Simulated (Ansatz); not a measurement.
The system is Ca3AsP.

```
CELL_PARAMETERS angstrom
5.33390 0.00000 0.00000
0.00000 5.33390 0.00000
0.00000 0.00000 5.33390
ATOMIC_POSITIONS crystal
As 0.00000 0.00000 0.00000
Ca 0.50000 0.50000 0.00000
Ca 0.50000 0.00000 0.50000
Ca 0.00000 0.50000 0.50000
P 0.50000 0.50000 0.50000
```

The cell comes from a database or a generator and needn't be the stable form of this composition.

| Property | Result |
| --- | --- |
| Program | Ansatz 0.2.0 |
| Task | relaxation of cell and atoms |
| Functional | PBE |
| Dispersion | D3(BJ) |
| Potentials or basis | Ansatz PAW |
| Cutoff | 420 eV (not typed: the program's choice for these potentials) |
| k mesh | 5 × 5 × 5 |
| Occupations | fermi-dirac, width 0.05 eV |
| Spin | no spin polarisation |

At the start: volume 30.35 Å³/atom.

Task: Where does the relaxation end?

Result: It ends after 4 steps and the volume is 29.09 Å³/atom (-4.2 %); space group Pm-3m (No. 221, to 0.05 Å).

The path:
| step | energy change (eV) | largest force (eV/Å) | volume (Å³) |
| --- | --- | --- | --- |
| 1 | 0.0000 | 0.0000 | 151.75 |
| 2 | -0.0335 | 0.0000 | 145.82 |
| 3 | -0.0336 | 0.0000 | 145.43 |
| 4 | -0.0333 | 0.0000 | 145.43 |

Final structure:
```
As Ca P
1.0
     5.25877    0.00000    0.00000
     0.00000    5.25877    0.00000
     0.00000    0.00000    5.25877
As Ca P
1 3 1
Direct
  0.00000 0.00000 0.00000
  0.50000 0.50000 0.00000
  0.50000 0.00000 0.50000
  0.00000 0.50000 0.50000
  0.50000 0.50000 0.50000
```

Caveat: the plane-wave basis is chosen anew once the cell has moved, so the energies of steps on either side of that aren't comparable.
